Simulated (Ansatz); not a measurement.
# C2H2FInS: up Jacob's ladder to CCSD(T)

The task here is to estimate one member of a computed series from the others.

Method: functionals in def2-TZVPP, the program's frozen cores in correlated methods; program: Ansatz 0.2.0, Gaussian basis.

Levels to be run: LDA (SPW92), PBE-D4, revPBE-D4, BLYP-D4, r2SCAN-D4, B97M-V, PBE0-D4, B3LYP-D4, r2SCANh-D4, r2SCAN0-D4, HSE06-D4, BHLYP-D4, CAM-B3LYP-D4, LC-ωPBE, ωB97X-V, ωB97M-V, B2PLYP, PBE-QIDH; CCSD(T)/def2-SVP; CCSD(T)/def2-TZVPP; CCSD(T)/def2-QZVPP; extrapolation to the limit; RPA on PBE.

## The relaxed structure

An earlier PBE0-D4 in a triple-zeta def2 set relaxation fixed the geometry. In takes the def2 core potential; no spin-orbit term is included.

SMILES `FC1=[CH][InH][S]1`, 7 atoms, charge 0, spin multiplicity 1.

Atoms are counted from 1 here; the program's logs count them from 0.

Bond lengths: F1–C2 1.329 Å, C2–C3 1.343 Å, C2–S5 1.771 Å, C3–In4 2.086 Å, C3–H6 1.081 Å, In4–S5 2.489 Å, In4–H7 1.684 Å. Angles: F1–C2–C3 123.3°, F1–C2–S5 115.4°, C3–C2–S5 121.3°, C2–C3–In4 94.4°, C2–C3–H6 124.3°, In4–C3–H6 141.3°, C3–In4–S5 72.4°, C3–In4–H7 158.1°, S5–In4–H7 129.5°, C2–S5–In4 71.8°.

Set-up of the first run:

Contents of in.yaml:

```yaml
crystal:
  periodic: [false, false, false]
  atoms:
    - {symbol: F, position_ang: [0.165121, -1.365087, 1.945627]}
    - {symbol: C, position_ang: [0.016578, -0.708085, 0.800087]}
    - {symbol: C, position_ang: [0.404993, 0.565648, 0.624906]}
    - {symbol: In, position_ang: [-0.222360, 0.652127, -1.363014]}
    - {symbol: S, position_ang: [-0.739510, -1.628942, -0.510558]}
    - {symbol: H, position_ang: [0.870271, 1.171086, 1.390411]}
    - {symbol: H, position_ang: [-0.495073, 1.313243, -2.887459]}
basis:
  gaussian: {orbitals: def2-TZVPP}
hamiltonian: {xc: lda}
output: {orbitals: {seedname: orbitals}}
```

On the command line:

```console
ansatz run in.yaml --threads 2 --pin off --events-out ev --progress --plain --max-ram 22528MiB --backend cpu
```

Steps of the session up to this table: LDA; PBE-D4 (GGA); revPBE-D4 (GGA); BLYP-D4 (GGA); r2SCAN-D4 (meta-GGA); B97M-V (meta-GGA); PBE0-D4 (hybrid); B3LYP-D4 (hybrid); r2SCANh-D4 (hybrid); r2SCAN0-D4 (hybrid); HSE06-D4 (hybrid); BHLYP-D4 (hybrid); CAM-B3LYP-D4 (range-separated); LC-ωPBE (range-separated); ωB97X-V (range-separated); ωB97M-V (range-separated); B2PLYP (double hybrid); PBE-QIDH (double hybrid).

One table of the session follows, with a row left open; its other results are not shown here.

It belongs to the step «Frontier levels by functional». 

| functional | HOMO (eV) | LUMO (eV) | gap (eV) |
| --- | --- | --- | --- |
| LDA (SPW92) | -5.34 | -3.00 | 2.34 |
| PBE-D4 | -5.16 | -2.71 | 2.45 |
| revPBE-D4 | -5.09 | -2.59 | 2.50 |
| BLYP-D4 | -5.00 | -2.67 | 2.33 |
| r2SCAN-D4 | -5.36 | -2.49 | 2.87 |
| B97M-V | -5.39 | -2.68 | 2.71 |
| PBE0-D4 | -6.23 | -2.00 | 4.23 |
| B3LYP-D4 | -6.01 | -2.27 | 3.75 |
| r2SCANh-D4 | ? | ? | ? |
| r2SCAN0-D4 | -6.36 | -1.86 | 4.51 |
| HSE06-D4 | -5.83 | -2.36 | 3.47 |
| BHLYP-D4 | -7.15 | -1.34 | 5.82 |
| CAM-B3LYP-D4 | -7.47 | -1.19 | 6.28 |
| LC-ωPBE | -8.78 | -0.09 | 8.69 |
| ωB97X-V | -8.44 | -0.21 | 8.23 |
| ωB97M-V | -8.31 | -0.45 | 7.86 |

Q: Estimate the row for r2SCANh-D4 from the others.

Worked estimate for «HOMO (eV)». Against the share of exact exchange, r2SCAN-D4 (0, -5.36), r2SCAN0-D4 (0.25, -6.36) give a slope of -4.00 per unit share; at 0.1 the line stands at -5.76.

As computed: HOMO (eV): -5.76; LUMO (eV): -2.23; gap (eV): 3.53. In «HOMO (eV)» the line misses by 0.00.
